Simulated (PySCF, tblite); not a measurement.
**C₄H₁₀FGaSi: geometry, infrared bands and NMR shifts**

What infrared bands and NMR shifts should C₄H₁₀FGaSi (`C=C[CH2][Ga]([F])[CH2][SiH3]`) show?

The runs use tblite 0.8.0 and PySCF 2.14.0, with density-fitted response routines of our own; the level of theory stands in each step. All values are computed, except where a source is named. Atoms count from 0, in the outputs and in this text.

## Step 1: The molecule as given

17 atoms, charge 0, multiplicity 1; geometry from: force field or distance geometry start.

Bonds of the start (Å): C0–C1 1.31, C1–C2 1.50, C2–Ga3 1.90, Ga3–F4 2.00, Ga3–C5 2.01, C5–Si6 1.87, C0–H7 1.08, C0–H8 1.09, C1–H9 1.08, C2–H10 1.13, C2–H11 1.10, C5–H12 1.09, C5–H13 1.10, Si6–H14 1.47, Si6–H15 1.46, Si6–H16 1.47.

## Step 2: Geometry optimisation with GFN2-xTB

The job: settings as JSON, then the geometry in Å.

```
{"job": {"kind": "relax", "xc": "GFN2-xTB", "basis": "xTB"}, "charge": 0, "multiplicity": 1}
C     -3.275600     1.002000    -0.660700
C     -2.480700     0.346100     0.147300
C     -1.329900    -0.417500    -0.443700
Ga     0.135500     0.450400     0.388100
F      0.433900    -0.902400     1.824000
C      1.894500     0.804100    -0.527600
Si     3.138300     0.242000     0.755900
H     -4.126600     1.587700    -0.345100
H     -3.069500     0.959200    -1.728000
H     -2.591900     0.313300     1.223300
H     -1.586600    -1.497300    -0.247700
H     -1.276400    -0.251000    -1.526900
H      1.725000     0.053000    -1.292400
H      2.129100     1.806300    -0.916400
H      2.455500     0.164100     2.057400
H      4.282400     1.136200     0.873400
H      3.536000    -1.134900     0.409400
```

Launch:

```sh
$ OMP_NUM_THREADS=1 python probes_run.py task.json out
```

This one command runs all jobs of the session in turn.

Output:

```text
step      E/eV     max force
  0    -579.19578    2.789
  1    -579.43618    1.925
  2    -579.62066    1.119
  3    -579.71309    1.161
  4    -579.76881    0.834
  5    -579.86538    0.684
  6    -579.92649    0.832
  7    -580.02686    1.134
  8    -580.09995    0.812
  9    -580.15586    0.558
 10    -580.19819    0.626
 11    -580.24039    0.641
 12    -580.28697    0.609
 13    -580.32676    0.445
 14    -580.35872    0.374
 15    -580.38607    0.416
 16    -580.41343    0.571
 17    -580.43890    0.536
 18    -580.45706    0.300
 19    -580.46941    0.251
 20    -580.47965    0.247
 21    -580.48834    0.230
 22    -580.49494    0.176
 23    -580.49974    0.169
 24    -580.50362    0.156
 25    -580.50721    0.139
 26    -580.51011    0.126
 27    -580.51192    0.084
 28    -580.51324    0.087
 29    -580.51469    0.097
 30    -580.51619    0.109
 31    -580.51740    0.089
 32    -580.51823    0.073
 33    -580.51895    0.075
 34    -580.51976    0.074
 35    -580.52044    0.073
 36    -580.52093    0.044
 37    -580.52138    0.054
 38    -580.52196    0.057
 39    -580.52263    0.072
 40    -580.52321    0.070
 41    -580.52365    0.050
 42    -580.52410    0.065
 43    -580.52472    0.079
 44    -580.52556    0.089
 45    -580.52653    0.100
 46    -580.52749    0.098
 47    -580.52846    0.075
 48    -580.52958    0.115
 49    -580.53079    0.115
 50    -580.53183    0.072
 51    -580.53252    0.046
 52    -580.53294    0.047
 53    -580.53327    0.050
 54    -580.53363    0.045
 55    -580.53404    0.040
 56    -580.53447    0.048
 57    -580.53480    0.034
 58    -580.53504    0.038
 59    -580.53523    0.039
 60    -580.53545    0.035
 61    -580.53567    0.039
 62    -580.53592    0.040
 63    -580.53618    0.045
 64    -580.53652    0.047
 65    -580.53692    0.049
 66    -580.53730    0.041
 67    -580.53757    0.037
 68    -580.53777    0.035
 69    -580.53795    0.032
 70    -580.53822    0.053
 71    -580.53857    0.073
 72    -580.53896    0.068
 73    -580.53927    0.043
 74    -580.53945    0.032
 75    -580.53959    0.027
 76    -580.53974    0.042
 77    -580.53995    0.042
 78    -580.54017    0.035
 79    -580.54034    0.031
 80    -580.54047    0.024
 81    -580.54062    0.026
 82    -580.54082    0.027
 83    -580.54103    0.036
 84    -580.54119    0.037
 85    -580.54129    0.030
 86    -580.54139    0.023
 87    -580.54149    0.018
 88    -580.54163    0.020
 89    -580.54173    0.019
 90    -580.54179    0.017
 91    -580.54184    0.013
 92    -580.54187    0.013
 93    -580.54190    0.012
 94    -580.54193    0.013
 95    -580.54197    0.013
 96    -580.54200    0.012
 97    -580.54203    0.014
 98    -580.54209    0.017
 99    -580.54213    0.017
100    -580.54216    0.014
101    -580.54218    0.013
102    -580.54220    0.011
103    -580.54224    0.014
104    -580.54229    0.016
105    -580.54234    0.014
106    -580.54239    0.021
107    -580.54245    0.022
108    -580.54254    0.026
109    -580.54267    0.030
110    -580.54279    0.022
111    -580.54285    0.015
112    -580.54288    0.013
113    -580.54291    0.011
114    -580.54294    0.014
115    -580.54298    0.011
116    -580.54300    0.007
```

Wall time 0.84 s (1 thread of Arm Neoverse V1, shared host); peak memory 0.18 GiB.

Step by step: (not every step is listed)

```tsv
step	energy from step 0 (eV)	largest force (eV/Å)
0	0.0000	2.7891
1	-0.2404	1.9246
2	-0.4249	1.1194
3	-0.5173	1.1613
4	-0.5730	0.8340
5	-0.6696	0.6844
6	-0.7307	0.8317
7	-0.8311	1.1341
8	-0.9042	0.8118
18	-1.2613	0.2998
28	-1.3175	0.0871
38	-1.3262	0.0568
48	-1.3338	0.1155
58	-1.3393	0.0378
68	-1.3420	0.0348
78	-1.3444	0.0353
88	-1.3459	0.0201
98	-1.3463	0.0166
108	-1.3468	0.0262
111	-1.3471	0.0150
112	-1.3471	0.0129
113	-1.3471	0.0111
114	-1.3472	0.0142
115	-1.3472	0.0112
116	-1.3472	0.0073
```

Distances of close pairs at the start and the end, largest changes first:

```tsv
bond	before (Å)	after (Å)	change (Å)
Ga3–F4	1.995	1.775	-0.220
C2–Ga3	1.895	2.092	+0.196
Ga3–C5	2.014	2.056	+0.042
C5–Si6	1.874	1.906	+0.032
C2–H10	1.127	1.096	-0.031
C1–C2	1.502	1.483	-0.019
C0–C1	1.310	1.325	+0.015
Si6–H15	1.457	1.471	+0.014
```

The next job starts from the end point, and lists it.

## Step 3: Harmonic vibrations with GFN2-xTB

The job: settings as JSON, then the geometry in Å.

```
{"job": {"kind": "ir", "xc": "GFN2-xTB", "basis": "xTB"}, "charge": 0, "multiplicity": 1}
C     -3.348639     1.148277    -0.668888
C     -2.683275     0.207002    -0.015807
C     -1.622034    -0.641154    -0.610290
Ga     0.216617    -0.108618     0.233090
F      0.187664    -0.499056     1.964153
C      1.988409     0.757408    -0.348808
Si     3.408405     0.242694     0.813464
H     -4.110222     1.741192    -0.192092
H     -3.161853     1.357383    -1.710780
H     -2.896866     0.019532     1.032055
H     -1.763035    -1.690586    -0.328085
H     -1.585886    -0.548534    -1.698135
H      2.182727     0.468522    -1.383756
H      1.847988     1.840797    -0.332612
H      3.146236     0.721379     2.171936
H      4.635787     0.865424     0.294197
H      3.550979    -1.220171     0.770450
```

Output:

```text
mode    cm-1     km/mol
  1     -17.9      1.12
  2      -6.5      0.26
  3      55.6      1.73
  4      69.7      0.64
  5      91.4      2.22
  6     113.1      5.02
  7     129.4     10.33
  8     147.7      3.39
  9     198.1     14.79
 10     355.2      6.72
 11     412.6     26.18
 12     440.6     52.39
 13     464.5      4.92
 14     467.2     29.20
 15     575.0     90.28
 16     623.2    107.04
 17     649.7     20.09
 18     671.6     40.31
 19     723.7     59.84
 20     758.5    190.43
 21     773.6    185.40
 22     782.7    554.52
 23     871.8     20.20
 24     919.9     13.25
 25     938.9      4.27
 26     998.5     11.79
 27    1003.3     23.41
 28    1020.5     15.92
 29    1065.7     16.92
 30    1164.1     20.85
 31    1278.5      1.24
 32    1389.6      1.27
 33    1406.6      8.51
 34    1422.1      7.80
 35    1684.7     28.85
 36    2198.5    263.09
 37    2204.1    354.79
 38    2256.8    250.03
 39    2894.7     15.81
 40    2931.0     28.75
 41    2937.6     28.58
 42    2940.6     28.22
 43    3015.1     27.20
 44    3087.1     29.13
 45    3123.5     44.11
```

Wall time 0.64 s (1 thread of Arm Neoverse V1, shared host); peak memory 0.18 GiB.

The strongest bands and the atoms that carry them (share of the mass-weighted mode):

```tsv
cm⁻¹	km/mol	atoms
575	90.3	H15 31 %, C5 24 %, H16 15 %, H14 13 %
623	107.0	C5 22 %, H13 19 %, H12 19 %, H14 15 %
758	190.4	H16 47 %, H14 39 %
774	185.4	H15 56 %, H14 29 %, H16 10 %
783	554.5	H15 40 %, H16 32 %, H14 17 %, Si6 10 %
2198	263.1	H16 96 %
2204	354.8	H15 97 %
2257	250.0	H14 96 %
```

## Step 4: NMR shieldings: PBE0/pcSseg-1

Same as in step 3 but for these lines:

```diff
@@ -1,2 +1,2 @@
-{"job": {"kind": "ir", "xc": "GFN2-xTB", "basis": "xTB"}, "charge": 0, "multiplicity": 1}
+{"job": {"kind": "nmr", "xc": "PBE0", "basis": "pcSseg-1"}, "charge": 0, "multiplicity": 1}
 C     -3.348639     1.148277    -0.668888
```

With the program's defaults for keys left out, this is: GIAO PBE0/pcSseg-1 NMR shielding, non-relativistic, gas phase.

Output:

```text
coarse grid: 64568 points
cycle   1  E = -2471.5666951618  dE = -2.945e-01  |g| = 1.211e+00  |ddm| = 3.738e+00
cycle   2  E = -2471.2528507978  dE =  3.138e-01  |g| = 1.871e+00  |ddm| = 1.775e+00
cycle   3  E = -2471.7329599283  dE = -4.801e-01  |g| = 2.950e-01  |ddm| = 1.224e+00
cycle   4  E = -2471.7461477975  dE = -1.319e-02  |g| = 8.228e-02  |ddm| = 2.139e-01
cycle   5  E = -2471.7471302450  dE = -9.824e-04  |g| = 1.177e-02  |ddm| = 5.941e-02
cycle   6  E = -2471.7471558378  dE = -2.559e-05  |g| = 5.108e-03  |ddm| = 1.413e-02
cycle   7  E = -2471.7471623472  dE = -6.509e-06  |g| = 1.385e-03  |ddm| = 5.220e-03
final grid: 135376 points
cycle   8  E = -2471.7471516247  dE =  5.042e-07  |g| = 2.099e-03  |ddm| = 3.281e-03
cycle   9  E = -2471.7471500357  dE =  1.589e-06  |g| = 3.363e-03  |ddm| = 4.207e-03
cycle  10  E = -2471.7471526333  dE = -2.598e-06  |g| = 2.239e-04  |ddm| = 2.520e-03
cycle  11  E = -2471.7471526451  dE = -1.187e-08  |g| = 4.223e-05  |ddm| = 2.129e-04
cycle  12  E = -2471.7471526455  dE = -4.211e-10  |g| = 5.708e-06  |ddm| = 4.452e-05
converged SCF energy = -2471.7471526455

GIAO shielding tensors (ppm)
atom      isotropic    diamagn.    paramagn.     s11        s22        s33       span
  0 C       67.943     253.082    -185.139    -43.399     90.524    156.703    200.102
  1 C       45.598     256.134    -210.535    -75.509     49.282    163.022    238.531
  2 C      149.523     254.032    -104.509    119.839    158.054    170.676     50.837
  3 Ga    1385.738    2641.809   -1256.071   1187.727   1232.197   1737.289    549.562
  4 F      279.160     480.524    -201.364    110.578    320.177    406.727    296.149
  5 C      187.151     259.507     -72.355    175.123    182.112    204.220     29.097
  6 Si     422.596     878.151    -455.555    399.010    410.234    458.543     59.533
  7 H       26.544      28.181      -1.637     23.404     25.446     30.782      7.379
  8 H       26.361      31.500      -5.139     22.905     25.617     30.561      7.656
  9 H       25.234      31.066      -5.833     22.783     23.835     29.083      6.301
 10 H       29.197      31.471      -2.275     25.399     27.760     34.431      9.032
 11 H       29.233      33.525      -4.293     25.744     28.597     33.357      7.612
 12 H       31.473      32.903      -1.430     25.971     29.416     39.032     13.061
 13 H       31.323      32.621      -1.298     26.153     29.050     38.767     12.614
 14 H       27.405      28.263      -0.858     23.502     26.427     32.286      8.784
 15 H       27.458      27.127       0.332     23.578     25.217     33.580     10.002
 16 H       27.623      28.393      -0.770     24.018     26.236     32.613      8.595
```

Wall time 34 s (1 thread of Arm Neoverse V1, shared host); peak memory 1 GiB.

Shifts follow as δ = σ(reference) − σ, with reference shieldings (ppm) from runs at the same level and on the same kind of geometry: ¹H TMS 31.72, ¹³C TMS 186.9, ²⁹Si TMS 349.2, ¹⁹F CFCl3 170.9. The references are single molecules in the gas phase, so shifts against H2O, NH3, PH3, H3PO4 or CFCl3 are not on the usual liquid scales and can be off by tens of ppm. Atoms listed in one row are averaged.

```tsv
atoms	environment	σ (ppm)	δ (ppm)
C1	alkene CH	45.6	141.3
C0	terminal =CH2 carbon	67.9	119.0
C2	allylic sp3 CH2 bonded to Ga	149.5	37.4
C5	sp3 CH2 bonded to Ga and Si	187.2	-0.2
H9	hydrogen on an alkene CH	25.23	6.48
H8	hydrogen on a terminal =CH2 carbon	26.36	5.36
H7	hydrogen on a terminal =CH2 carbon	26.54	5.17
H14, H15, H16	hydrogen on a silicon bonded to C	27.50	4.22
H10, H11	hydrogen on an allylic sp3 CH2 bonded to Ga	29.21	2.50
H12, H13	hydrogen on an sp3 CH2 bonded to Ga and Si	31.40	0.32
Ga3	Ga bonded to 2 C, F	1386	–
F4	fluorine bonded to Ga	279.2	-108.2
Si6	silicon bonded to C, 3 H	422.6	-73.4
```

Charges from the same density, by scheme (e):

```tsv
atoms	Mulliken	IAO	Hirshfeld	ESP fit
C0	-0.16	-0.34	-0.12	-0.60
C1	-0.26	-0.12	-0.05	0.21
C2	-0.49	-0.51	-0.17	-0.75
Ga3	1.05	0.99	0.56	0.88
F4	-0.51	-0.55	-0.32	-0.46
C5	-0.89	-0.81	-0.26	-0.54
Si6	0.51	0.62	0.30	0.53
```

Mayer bond orders: C0–C1 1.94, C1–C2 1.05, C2–Ga3 0.80, Ga3–F4 0.80, Ga3–C5 0.87, C5–Si6 0.89.

## Step 5: What came out

| quantity | value |
| --- | --- |
| strongest single infrared mode (GFN2-xTB) | 783 cm⁻¹, 555 km/mol |
| zero-point energy (GFN2-xTB) | 73.3 kcal/mol |
| ¹³C shifts against TMS (PBE0/pcSseg-1) | 141.3, 119.0, 37.4, -0.2 ppm |
| ¹H shifts against TMS (PBE0/pcSseg-1, means over atoms taken as alike) | 6.48, 5.36, 5.17, 4.22, 2.50, 0.32 ppm |
| ¹⁹F shifts against CFCl3 (PBE0/pcSseg-1) | -108.2 ppm |
| ²⁹Si shifts against TMS (PBE0/pcSseg-1) | -73.4 ppm |
| shieldings of Ga (PBE0/pcSseg-1) | Ga3 1385.7 ppm |

**Reading.** Over 116 steps the energy fell by 1.347 eV; of the close pairs, Ga3–F4 changed most, 1.995 to 1.775 Å. The lowest mode is slightly imaginary (18i cm⁻¹), a soft motion within the noise of the Hessian, so the minimum is not strictly shown. The strongest single mode, at 783 cm⁻¹, moves mainly H15 and H16. Unscaled tight-binding wavenumbers are off by several per cent, some by more. Its intensities can rank the bands wrongly. The most deshielded carbon is C1 (alkene CH), at 141.3 ppm: an sp2 carbon of a C=C bond. H9 (hydrogen on an alkene CH) lies farthest downfield among hydrogen, at 6.48 ppm; a vinylic proton, deshielded by the sp2 carbon and the C=C anisotropy. At PBE0/pcSseg-1: The largest span, 550 ppm, is at Ga3, where the paramagnetic term is -1256 ppm. Spin-orbit coupling is left out, which matters for shieldings and couplings at and beside the heavy atoms.
